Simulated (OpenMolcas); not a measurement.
# Au⁵⁺ among point charges: CASSCF and CASPT2 levels and susceptibility

Aim: the splitting of the states of Au⁵⁺ in the field of 3 point charges, its lowest levels with spin-orbit coupling and its magnetic susceptibility.

The numbers are computed with OpenMolcas 26.06 (state-averaged CASSCF and CASPT2, spin-orbit coupling by RASSI with atomic mean-field integrals), except any that are marked as measured or tabulated.

### Step 1. Starting point

| Item | Value |
| --- | --- |
| Species | Au⁵⁺ (gold, Z = 79, 74 electrons) |
| Basis | ANO-RCC-VDZP [7s6p4d2f], 59 functions |
| Scalar Hamiltonian | DKH2, point nucleus |
| Inactive shells | 1s 2s 2p 3s 3p 3d 4s 4p 4d 4f 5s 5p |
| Active space | 6 electrons in 5 orbitals (5d) |
| Some configurations of this space | 5d⁶ |
| Orbitals | optimised for each spin and parity, averaged over all roots |

The outer shells:

5d6
```
5d [↑↓][↑ ][↑ ][↑ ][↑ ]
```

The ion sits among 3 point charges of -2 e arranged as a planar triangle (D3h), 1.94 Å from the ion.

The work runs as a chain of OpenMolcas steps in one folder; each step below is one input file. Labels, J, g values, rates, χT and fits are worked out afterwards by a script from the matrices that RASSI stores.

### Step 2. One- and two-electron integrals

a.inp reads:

```
&GATEWAY
Coord
1

Au 0.0 0.0 0.0
Basis=ANO-RCC-VDZP
Group=NoSym
NoMove
AngMom=0.0 0.0 0.0
AMFI
XField
3 Angstrom 0
1.940000 0.000000 0.000000 -2.000000
-0.970000 1.680089 0.000000 -2.000000
-0.970000 -1.680089 0.000000 -2.000000
&SEWARD
```

Started as:

```
$ OMP_NUM_THREADS=1 MOLCAS_MEM=1689 MOLCAS_PROJECT=a pymolcas a.inp > a.log
```

### Step 3. CASSCF: quintets, 5 roots

a.inp reads:

```
&RASSCF
FileOrb=start.orb
Symmetry=1
Spin=5
nActEl=6 0 0
Inactive=34
Ras2=5
CIRoot=5 5 1
SDav=5
CIMx=300
Iter=120 100
PrWF=0.3
OrbListing=Nothing
MaxOrb=0
>>> COPY $Project.JobIph JOB001
```

start.orb holds the contracted functions of the basis, ordered by shell, or the orbitals of the step before.

### Step 4. Reference wave functions, triplets, 45 roots

a.inp reads:

```
&RASSCF
FileOrb=start.orb
Symmetry=1
Spin=3
nActEl=6 0 0
Inactive=34
Ras2=5
CIRoot=45 45 1
SDav=45
CIMx=300
Iter=120 100
PrWF=0.3
OrbListing=Nothing
MaxOrb=0
>>> COPY $Project.JobIph JOB002
```

### Step 5. CASSCF: singlets, 50 roots

a.inp reads:

```
&RASSCF
FileOrb=start.orb
Symmetry=1
Spin=1
nActEl=6 0 0
Inactive=34
Ras2=5
CIRoot=50 50 1
SDav=50
CIMx=300
Iter=120 100
PrWF=0.3
OrbListing=Nothing
MaxOrb=0
>>> COPY $Project.JobIph JOB003
```

### Step 6. State interaction with spin-orbit coupling

a.inp reads:

```
&RASSI
NrOfJobIphs=3 5 45 50
1 2 3 4 5
1 2 3 4 5 6 7 8 9 10 11 12 13 14 15 16 17 18 19 20 21 22 23 24 25 26 27
28 29 30 31 32 33 34 35 36 37 38 39 40 41 42 43 44 45
1 2 3 4 5 6 7 8 9 10 11 12 13 14 15 16 17 18 19 20 21 22 23 24 25 26 27
28 29 30 31 32 33 34 35 36 37 38 39 40 41 42 43 44 45 46 47 48 49 50
IphNames
JOB001
JOB002
JOB003
EJob
SpinOrbit
DIPRint=1.0
SOCoupling=1000.0
Subsets=2
Property=9
'ANGMOM' 1 'ANGMOM' 2 'ANGMOM' 3 'MLTPL  1' 1 'MLTPL  1' 2 'MLTPL  1' 3
'AMFI' 1 'AMFI' 2 'AMFI' 3
SOProperty=3
'ANGMOM' 1 'ANGMOM' 2 'ANGMOM' 3
```

### Step 7. CASPT2: IPEA 0.25, imaginary shift 0.1 (closed shells correlated: 4f 5s 5p)

a.inp reads:

```
>>> COPY JOB001 $Project.JobIph
&CASPT2
Multistate=5 1 2 3 4 5
NoMult
Frozen=23
IPEA=0.25
Imaginary=0.1
MaxIter=60
WThr=0.0 0.3 0.05
PrWF=0.5
NoMix
>>> COPY JOB002 $Project.JobIph
&CASPT2
Multistate=45 1 2 3 4 5 6 7 8 9 10 11 12 13 14 15 16 17 18 19 20 21 22
23 24 25 26 27 28 29 30 31 32 33 34 35 36 37 38 39 40 41 42 43 44 45
NoMult
Frozen=23
IPEA=0.25
Imaginary=0.1
MaxIter=60
WThr=0.0 0.3 0.05
PrWF=0.5
NoMix
>>> COPY JOB003 $Project.JobIph
&CASPT2
Multistate=50 1 2 3 4 5 6 7 8 9 10 11 12 13 14 15 16 17 18 19 20 21 22
23 24 25 26 27 28 29 30 31 32 33 34 35 36 37 38 39 40 41 42 43 44 45 46
47 48 49 50
NoMult
Frozen=23
IPEA=0.25
Imaginary=0.1
MaxIter=60
WThr=0.0 0.3 0.05
PrWF=0.5
NoMix
```

(Steps that only read results are left out.)

What does the calculation give? Wanted: spin-free ground state; first state of the same spin within the active space; lowest level; next level.

As calculated:

```
                                            quantity                                                                           value
                                              method  SS-CASPT2, IPEA 0.25, imaginary shift 0.1 (closed shells correlated: 4f 5s 5p)
                              spin-free ground state                                                 5A1, 1-fold in its orbital part
first state of the same spin within the active space                                                                 5E at 2740 cm⁻¹
                                        lowest level                                                                       1-fold A1
                                          next level                                                                      582.1 cm⁻¹
                                         χT at 300 K                                                                  2.98 cm³ K/mol
                           effective moment at 300 K                                                                         4.88 μB
```

Cost by method:

```csv
method,time of its own steps,time with the reference
A. CASSCF,19 s,19 s
"B. SS-CASPT2, IPEA 0.25, imaginary shift 0.1, +4f 5s 5p",15 s,34 s
```

Times are of one thread on a shared host.

**Reading.** The spin-free ground state (5A1) comes to 100 % from free-ion D terms and keeps the highest spin of the shell. χT at 300 K is 2.98, against 3.01 cm³ K/mol for the spin alone; near agreement at one temperature doesn't show that the orbital moment is quenched. An active space of the d shell alone favours high spin; real ions in strong fields can be low spin. CASPT2 does not keep the components of a term degenerate, and the means are used. The field of point charges can differ much from that of real complexes. With metal d orbitals alone active, the gaps between spin states are rough; where two lie within a few thousand cm-1, their order is open. Point charges carry no covalency, so the field is a model and not that of real ligands.
